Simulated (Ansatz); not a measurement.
# CH₈N₂OSi: a ladder of functionals and wavefunction methods

The task here is to estimate one member of a computed series from the others.

Method: functionals in def2-TZVPP, the program's frozen cores in correlated methods; program: Ansatz 0.2.0, Gaussian basis.

Levels to be run: PBE-D4, r2SCAN-D4, PBE0-D4, B3LYP-D4, ωB97X-V, ωB97M-V, B2PLYP; CCSD(T)/def2-TZVPP; MP2/def2-QZVPP; extrapolation to the limit.

## Structure used throughout

An earlier PBE0-D4 in a triple-zeta def2 set relaxation fixed the geometry.

SMILES `NC[SiH](N)O`, 13 atoms, charge 0, spin multiplicity 1.

Atoms are counted from 1 here; the program's logs count them from 0.

Bond lengths: N1–C2 1.464 Å, N1–H6 1.012 Å, N1–H7 1.013 Å, C2–Si3 1.871 Å, C2–H8 1.101 Å, C2–H9 1.095 Å, Si3–N4 1.710 Å, Si3–O5 1.654 Å, Si3–H10 1.490 Å, N4–H11 1.008 Å, N4–H12 1.005 Å, O5–H13 0.958 Å. Angles: C2–N1–H6 111.4°, C2–N1–H7 109.8°, H6–N1–H7 107.2°, N1–C2–Si3 107.4°, N1–C2–H8 114.8°, N1–C2–H9 109.0°, Si3–C2–H8 111.2°, Si3–C2–H9 107.5°, H8–C2–H9 106.7°, C2–Si3–N4 113.4°, C2–Si3–O5 102.5°, C2–Si3–H10 112.6°, N4–Si3–O5 111.0°, N4–Si3–H10 105.9°, O5–Si3–H10 111.4°, Si3–N4–H11 119.7°, Si3–N4–H12 120.8°, H11–N4–H12 112.2° and more.

Set-up of the first run:

Input file in.yaml:

```yaml
crystal:
  periodic: [false, false, false]
  atoms:
    - {symbol: N, position_ang: [-1.423506, -0.312510, -1.033799]}
    - {symbol: C, position_ang: [-1.156254, -0.251465, 0.403870]}
    - {symbol: Si, position_ang: [0.617403, 0.302451, 0.620729]}
    - {symbol: N, position_ang: [1.750287, -0.731645, -0.135932]}
    - {symbol: O, position_ang: [0.614796, 1.798156, -0.085810]}
    - {symbol: H, position_ang: [-2.365618, -0.631483, -1.221107]}
    - {symbol: H, position_ang: [-1.333480, 0.611213, -1.438610]}
    - {symbol: H, position_ang: [-1.845919, 0.390237, 0.974230]}
    - {symbol: H, position_ang: [-1.241351, -1.258738, 0.825577]}
    - {symbol: H, position_ang: [1.023865, 0.376851, 2.052132]}
    - {symbol: H, position_ang: [1.511618, -1.183284, -1.004760]}
    - {symbol: H, position_ang: [2.395503, -1.276026, 0.410152]}
    - {symbol: H, position_ang: [1.473156, 2.131442, -0.351871]}
basis:
  gaussian: {orbitals: def2-TZVPP}
hamiltonian: {xc: pbe, dispersion: d4}
output: {forces: true, orbitals: {seedname: orbitals}}
```

Command:

```console
> ansatz run in.yaml --threads 4 --pin off --events-out ev --progress --plain --max-ram 10444MiB
```

Steps of the session up to this table: PBE-D4 (GGA); r2SCAN-D4 (meta-GGA); PBE0-D4 (hybrid); B3LYP-D4 (hybrid); ωB97X-V (range-separated); ωB97M-V (range-separated); B2PLYP (double hybrid); CCSD(T) in def2-TZVPP; MP2 in def2-QZVPP.

One table of the session follows, with a row left open; its other results are not shown here.

It belongs to the step «Atomisation energies». 

| method | atomisation energy (kcal/mol) |
| --- | --- |
| PBE-D4 | 1147.1 |
| r2SCAN-D4 | 1124.7 |
| PBE0-D4 | 1124.7 |
| B3LYP-D4 | 1132.2 |
| ωB97X-V | 1134.9 |
| ωB97M-V | ? |
| B2PLYP | 1117.8 |
| HF/def2-TZVPP | 786.8 |
| MP2/def2-TZVPP | 1111.1 |
| CCSD/def2-TZVPP | 1080.6 |
| CCSD(T)/def2-TZVPP | 1096.5 |
| MP2/CBS | 1147.0 |
| CCSD(T)/CBS | 1132.4 |

**Question.** Estimate the row for ωB97M-V.

The run gave: atomisation energy (kcal/mol): 1135.6. In the column «atomisation energy (kcal/mol)» it lies between ωB97X-V (1134.9) and MP2/CBS (1147.0).

Limits of these values: Free atoms (2 N, 1 C, 1 Si, 1 O, 8 H) were run apart at each level; the atomisation energy is their sum less the molecule, without zero-point or spin-orbit terms.
